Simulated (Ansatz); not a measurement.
Something may be wrong with this Ansatz 0.2.0 calculation of Zn12H2O.

Contents of input.yaml:

```yaml
crystal:
  lattice:
    - [5.3295961064, 0.0, 0.0]
    - [0.0, 4.9467, 0.0]
    - [0.0, 0.0, 23.9251265569]
  atoms:
    - { symbol: Zn, position: [0.5, 0.75, 0.3343764967] }
    - { symbol: Zn, position: [0.0, 0.75, 0.3343764967] }
    - { symbol: Zn, position: [0.75, 0.25, 0.3665293438] }
    - { symbol: Zn, position: [0.25, 0.25, 0.3665293438] }
    - { symbol: Zn, position: [0.75, 0.75, 0.430835038] }
    - { symbol: Zn, position: [0.25, 0.75, 0.430835038] }
    - { symbol: Zn, position: [0.0, 0.25, 0.4629878852] }
    - { symbol: Zn, position: [0.5, 0.25, 0.4629878852] }
    - { symbol: Zn, position: [0.0, 0.75, 0.5272935794] }
    - { symbol: Zn, position: [0.5, 0.75, 0.5272935794] }
    - { symbol: Zn, position: [0.25, 0.25, 0.5594464265] }
    - { symbol: Zn, position: [0.75, 0.25, 0.5594464265] }
    - { symbol: O, position: [0.6009790247, 0.7985946472, 0.6413812073] }
    - { symbol: H, position: [0.4599098904, 0.7036820986, 0.6229278044] }
    - { symbol: H, position: [0.75, 0.75, 0.6187982547] }
hamiltonian:
  xc: lda
  pseudopotentials: { kind: paw }
  hubbard: { sites: [{ species: O, l: f, u_eff: 4.0 }] }
kpoints:
  mp_grid: { grid: [5, 6, 1] }
scf:
  occupations: { method: fermi_dirac, width: 0.05 }
  n_extra_bands: 37
  max_iter: 80
output:
  forces: true
  eigenvalues: true
  dos: { projected: true, de: 0.05, nscf_kmesh: { grid: [8, 9, 1] } }
efield:
  axis: 3
  dipole_correction: true
  ramp_width: 0.04
```

Potentials or basis: Ansatz PAW.

Launch:

```bash
$ ansatz run input.yaml --threads 4 --pin off --max-ram 11264MiB --backend cpu --events-out ev --progress --plain --runs-dir out
```

Output:

```text
Error: inconsistent input (hamiltonian.hubbard.sites[].l, hamiltonian.hubbard.sites[].shell): the file of O doesn't list 4f, and it can't be added: PBE doesn't bind the shell 4f of the free atom, whose level lies at +1.15 eV. Type an atom or ion with it (hamiltonian.pseudopotentials.projection_atoms), take another file or name another shell
```

Q: Diagnose the run.

A: The input was rejected before any iteration. The input holds a flaw that was put in on purpose: a U on a shell that isn't there (hamiltonian.hubbard = {"sites": [{"species": "O", "l": "f", "u_eff": 4.0}]}).

A sound run on the same cell differs in these lines of the main input:
```diff
@@ -25 +24,0 @@
-  hubbard: { sites: [{ species: O, l: f, u_eff: 4.0 }] }
@@ -31 +29,0 @@
-  max_iter: 80
```
